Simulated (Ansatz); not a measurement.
# C₃H₅AlCl₂: up Jacob's ladder to CCSD(T)

Aim: compute C₃H₅AlCl₂ with functionals from several rungs and with coupled cluster. The yardstick is the atomisation energy at the CCSD(T) limit.

Program: Ansatz 0.2.0, Gaussian basis. Level of theory: functionals in def2-TZVPP, the program's frozen cores in correlated methods. These are calculated values, not measurements.

The runs, in order: LDA (SPW92), PBE-D4, revPBE-D4, BLYP-D4, r2SCAN-D4, B97M-V, PBE0-D4, B3LYP-D4, r2SCANh-D4, r2SCAN0-D4, HSE06-D4, BHLYP-D4, CAM-B3LYP-D4, LC-ωPBE, ωB97X-V, ωB97M-V, B2PLYP, PBE-QIDH; CCSD(T)/def2-SVP; CCSD(T)/def2-TZVPP; MP2/def2-QZVPP; extrapolation to the limit; RPA on PBE.

## (1) The geometry

An earlier PBE0-D4 in a triple-zeta def2 set relaxation fixed the geometry.

SMILES `C=C[CH2][Al]([Cl])[Cl]`, 11 atoms, charge 0, spin multiplicity 1.

Atoms are counted from 1 here; the program's logs count them from 0.

Bond lengths: C1–C2 1.346 Å, C1–H7 1.086 Å, C1–H8 1.082 Å, C2–C3 1.486 Å, C2–H9 1.088 Å, C3–Al4 1.946 Å, C3–H10 1.090 Å, C3–H11 1.085 Å, Al4–Cl5 2.094 Å, Al4–Cl6 2.092 Å. Angles: C2–C1–H7 121.8°, C2–C1–H8 121.0°, H7–C1–H8 117.1°, C1–C2–C3 125.1°, C1–C2–H9 117.6°, C3–C2–H9 116.4°, C2–C3–Al4 83.1°, C2–C3–H10 113.9°, C2–C3–H11 114.2°, Al4–C3–H10 110.4°, Al4–C3–H11 120.4°, H10–C3–H11 112.0°, C3–Al4–Cl5 120.3°, C3–Al4–Cl6 121.5°, Cl5–Al4–Cl6 118.1°.

## (2) LDA

This LDA is Slater exchange with PW92 correlation.

Contents of in.yaml:

```yaml
crystal:
  periodic: [false, false, false]
  atoms:
    - {symbol: C, position_ang: [1.241128, -0.553350, -0.676559]}
    - {symbol: C, position_ang: [-0.037353, -0.875063, -0.407565]}
    - {symbol: C, position_ang: [-0.740009, -0.585738, 0.869424]}
    - {symbol: Al, position_ang: [-0.535915, 1.261364, 0.291180]}
    - {symbol: Cl, position_ang: [0.888830, 2.499700, 1.197412]}
    - {symbol: Cl, position_ang: [-1.800952, 2.102088, -1.148023]}
    - {symbol: H, position_ang: [1.920342, -0.208060, 0.097685]}
    - {symbol: H, position_ang: [1.649478, -0.677690, -1.671037]}
    - {symbol: H, position_ang: [-0.657182, -1.214827, -1.235181]}
    - {symbol: H, position_ang: [-0.136911, -0.773870, 1.757861]}
    - {symbol: H, position_ang: [-1.726158, -1.031455, 0.945403]}
basis:
  gaussian: {orbitals: def2-TZVPP}
hamiltonian: {xc: lda}
output: {orbitals: {seedname: orbitals}}
```

Started as:

```console
> ansatz run in.yaml --threads 4 --pin off --events-out ev --progress --plain --max-ram 10444MiB
```

After this run come: PBE-D4 (GGA); revPBE-D4 (GGA); BLYP-D4 (GGA); r2SCAN-D4 (meta-GGA); B97M-V (meta-GGA); B3LYP-D4 (hybrid); r2SCANh-D4 (hybrid); r2SCAN0-D4 (hybrid); HSE06-D4 (hybrid); BHLYP-D4 (hybrid); CAM-B3LYP-D4 (range-separated); LC-ωPBE (range-separated); ωB97X-V (range-separated); ωB97M-V (range-separated); B2PLYP (double hybrid); PBE-QIDH (double hybrid); CCSD(T) in def2-SVP; CCSD(T) in def2-TZVPP; MP2 in def2-QZVPP; RPA on PBE orbitals.

Before running them: what should the planned runs give, taken together? Wanted: atomisation energy, CCSD(T)/CBS; farthest beyond LDA; mean size of error, GGA; mean size of error, meta-GGA; mean size of error, hybrid; mean size of error, range-separated; mean size of error, double hybrid; gap, smallest and largest; T1 diagnostic.

The runs gave:

| quantity | value |
| --- | --- |
| atomisation energy, CCSD(T)/CBS | 4300.6 kJ/mol |
| functionals within 21.5 kJ/mol (0.5 %) | revPBE-D4, r2SCANh-D4, r2SCAN0-D4, CAM-B3LYP-D4, LC-ωPBE, ωB97X-V, ωB97M-V, PBE-QIDH |
| farthest beyond LDA | BHLYP-D4 (-118.1 kJ/mol) |
| mean size of error, GGA | 49.8 kJ/mol |
| mean size of error, meta-GGA | 36.7 kJ/mol |
| mean size of error, hybrid | 40.2 kJ/mol |
| mean size of error, range-separated | 11.9 kJ/mol |
| mean size of error, double hybrid | 33.1 kJ/mol |
| gap, smallest and largest | 4.18 eV (LDA (SPW92)), 11.01 eV (LC-ωPBE) |
| T1 diagnostic | 0.0099 |
| triples share of the correlation energy | 4.3 % |

**Reading.** LDA overbinds by 571.8 kJ/mol (13 %). PBE-D4 misses by +84.4 kJ/mol. Double hybrids carry the basis error of their MP2 part in triple zeta, and no dispersion term here, so their miss is partly the set-up's. By mean error the best rung here is range-separated (11.9 kJ/mol) and the worst beyond LDA is GGA (49.8 kJ/mol). Misses under about 21.5 kJ/mol are within the doubt on the reference itself, which lacks core-valence correlation, relativity and higher excitations. Hartree-Fock recovers 76 % of the binding; the rest is correlation. CCSD(T) in def2-SVP is off by -203.4 kJ/mol, which most functionals beat. Orbital gaps span 4.2 to 11.0 eV; exact exchange widens them.
